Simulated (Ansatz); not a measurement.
# ClGeH3OSi: a ladder of functionals and wavefunction methods

The task here is to estimate one member of a computed series from the others.

The runs use Ansatz 0.2.0, Gaussian basis; functionals in def2-TZVPP, the program's frozen cores in correlated methods.

Plan: LDA (SPW92), PBE-D4, revPBE-D4, BLYP-D4, r2SCAN-D4, B97M-V, PBE0-D4, B3LYP-D4, r2SCANh-D4, r2SCAN0-D4, HSE06-D4, BHLYP-D4, CAM-B3LYP-D4, LC-ωPBE, ωB97X-V, ωB97M-V, B2PLYP, PBE-QIDH; CCSD(T)/def2-SVP; CCSD(T)/def2-TZVPP; MP2/def2-QZVPP; extrapolation to the limit; RPA on PBE.

**The geometry**

An earlier PBE0-D4 in a triple-zeta def2 set relaxation fixed the geometry.

SMILES `Cl[SiH]1[O][GeH2]1`, 7 atoms, charge 0, spin multiplicity 1.

Atoms are counted from 1 here; the program's logs count them from 0.

Bond lengths: Cl1–Si2 2.039 Å, Si2–O3 1.633 Å, Si2–Ge4 2.255 Å, Si2–H5 1.478 Å, O3–Ge4 1.905 Å, Ge4–H6 1.535 Å, Ge4–H7 1.534 Å. Angles: Cl1–Si2–O3 117.0°, Cl1–Si2–Ge4 122.5°, Cl1–Si2–H5 107.1°, O3–Si2–Ge4 56.0°, O3–Si2–H5 118.0°, Ge4–Si2–H5 126.8°, Si2–O3–Ge4 78.8°, Si2–Ge4–O3 45.3°, Si2–Ge4–H6 124.6°, Si2–Ge4–H7 122.6°, O3–Ge4–H6 108.7°, O3–Ge4–H7 108.5°, H6–Ge4–H7 111.7°.

The first run:

in.yaml reads:

```yaml
crystal:
  periodic: [false, false, false]
  atoms:
    - {symbol: Cl, position_ang: [0.946668, -2.488778, 0.655655]}
    - {symbol: Si, position_ang: [-0.269326, -1.038189, -0.101796]}
    - {symbol: O, position_ang: [0.399821, 0.013176, -1.157412]}
    - {symbol: Ge, position_ang: [0.044767, 1.152857, 0.326895]}
    - {symbol: H, position_ang: [-1.537989, -1.691914, -0.484359]}
    - {symbol: H, position_ang: [-0.900248, 2.274099, -0.128214]}
    - {symbol: H, position_ang: [1.377507, 1.710650, 0.843530]}
basis:
  gaussian: {orbitals: def2-TZVPP}
hamiltonian: {xc: lda}
output: {orbitals: {seedname: orbitals}}
```

Command:

```console
$ ansatz run in.yaml --threads 2 --pin off --events-out ev --progress --plain --max-ram 4352MiB
```

Steps of the session up to this table: LDA; PBE-D4 (GGA); revPBE-D4 (GGA); BLYP-D4 (GGA); r2SCAN-D4 (meta-GGA); B97M-V (meta-GGA); PBE0-D4 (hybrid); B3LYP-D4 (hybrid); r2SCANh-D4 (hybrid); r2SCAN0-D4 (hybrid); HSE06-D4 (hybrid); BHLYP-D4 (hybrid); CAM-B3LYP-D4 (range-separated); LC-ωPBE (range-separated); ωB97X-V (range-separated); ωB97M-V (range-separated); B2PLYP (double hybrid); PBE-QIDH (double hybrid).

One of the session's tables, all rows but one given; the rest of the session is left out.

It belongs to the step «Frontier levels by functional». 

```
  functional  HOMO (eV)  gap (eV)
 LDA (SPW92)      -6.25      3.92
      PBE-D4      -6.11      3.99
   revPBE-D4      -6.05      4.02
     BLYP-D4      -5.97      3.94
   r2SCAN-D4          ?         ?
      B97M-V      -6.39      4.42
     PBE0-D4      -7.20      5.88
    B3LYP-D4      -7.01      5.46
  r2SCANh-D4      -6.75      5.11
  r2SCAN0-D4      -7.36      6.14
    HSE06-D4      -6.81      5.12
    BHLYP-D4      -8.19      7.75
CAM-B3LYP-D4      -8.45      8.13
     LC-ωPBE      -9.70     10.52
     ωB97X-V      -9.39     10.12
     ωB97M-V      -9.23      9.75
```

**Question.** Estimate the row for r2SCAN-D4.

Worked estimate for «HOMO (eV)». Against the share of exact exchange, r2SCANh-D4 (0.1, -6.75), r2SCAN0-D4 (0.25, -7.36) give a slope of -4.07 per unit share; at 0 the line stands at -6.34.

**Answer.** HOMO (eV): -6.35; gap (eV): 4.42. In «HOMO (eV)» the line misses by +0.01.
